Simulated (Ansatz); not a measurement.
Co, space group Fd-3m: an equation of state with a fit, run with the Ansatz DFT code, driven from Python.

`eos_co.py`
```python
"""Bulk modulus of Co from an E(V) curve."""

import ansatz as az
import numpy as np
from pymatgen.analysis.eos import EOS

FILLING = "fermi_dirac"
ECUT = 500
KMESH = (6, 6, 6)

vectors0 = np.array([
    [0.0, 3.217372, 3.217372],
    [3.217372, 0.0, 3.217372],
    [3.217372, 3.217372, 0.0],
])
sites = [
    ("Co", [0.25, 0.25, 0.25], 2.5),
    ("Co", [0.0, 0.0, 0.0], 2.5),
    ("Co", [0.625, 0.625, 0.125], 2.5),
    ("Co", [0.625, 0.125, 0.625], 2.5),
    ("Co", [0.125, 0.625, 0.625], 2.5),
    ("Co", [0.625, 0.625, 0.625], 2.5),
]


def build(cell):
    crystal = az.Crystal(lattice=az.Lattice.of(cell))
    for symbol, position, moment in sites:
        crystal = crystal.atom(symbol, position, moment=moment or None)
    return crystal


def main() -> None:
    # uniform scaling of the cell
    volumes, energies, pressures = [], [], []
    for scale in np.linspace(0.92, 1.08, 7):
        cell = vectors0 * scale ** (1 / 3)
        base = (
            build(cell).calculation()
            .spin("collinear")
            .functional(az.Functional.PBESOL)
            .occupations(FILLING)
            .basis(ECUT)
            .kpoints(*KMESH)
            .stress()
        )
        summary = base.run().report
        volumes.append(abs(np.linalg.det(cell)) / len(sites))
        energies.append(summary["free_energy_ev"] / len(sites))
        pressures.append(np.trace(summary["stress_gpa"]) / 3)
        print(f"V = {volumes[-1]:8.4f} A^3/atom  F = {energies[-1]:.5f} eV/atom  P = {pressures[-1]:8.3f} GPa")

    for form in ["vinet", "murnaghan"]:
        fit = EOS(eos_name=form).fit(volumes, energies)
        print(f"{form:18s} V0 {fit.v0:8.4f} A^3/atom  B0 {fit.b0_GPa:7.1f} GPa  B1 {fit.b1:5.2f}")


if __name__ == "__main__":
    main()
```

From its runs, with one value withheld:

| V (Å³/atom) | F less the lowest row shown (meV/atom) |
| --- | --- |
| 10.213 | ? |
| 10.509 | 11.00 |
| 10.805 | 0.00 |
| 11.102 | 0.02 |
| 11.398 | 9.47 |
| 11.694 | 27.08 |
| 11.990 | 51.83 |

What is the missing energy at 10.213 Å³ an atom?

A third-order Birch-Murnaghan fit, E = E0 + (9 V0 B0 / 16) [(t - 1)³ B' + (t - 1)² (6 - 4t)] with t = (V0/V)^(2/3), through the 6 rows shown gives V0 = 10.952 Å³, B0 = 203.7 GPa, B' = 4.40 and E0 = -1.26 meV. At V = 10.213 Å³, t = 1.04766, and the fit extrapolates to 34.65 meV. The run gave 35.10 meV, a miss of 0.44 meV.

Reading the output:
- Other magnetic orders than the one started from may lie lower.
- Shape and fractional positions are held along the curve, so the bulk modulus is an upper value where they are free to relax.
- For a metal this k-point mesh is coarse: on a finer one energies can move by several to tens of meV an atom and pressures by half a GPa or more, differences at one mesh by less.
- Pressure is positive in compression.
- This isn't the structure that Co takes at ambient conditions.
- Run time: 2.8 min on 1 thread of Arm Neoverse V1 (shared host), peak memory 0.66 GiB.
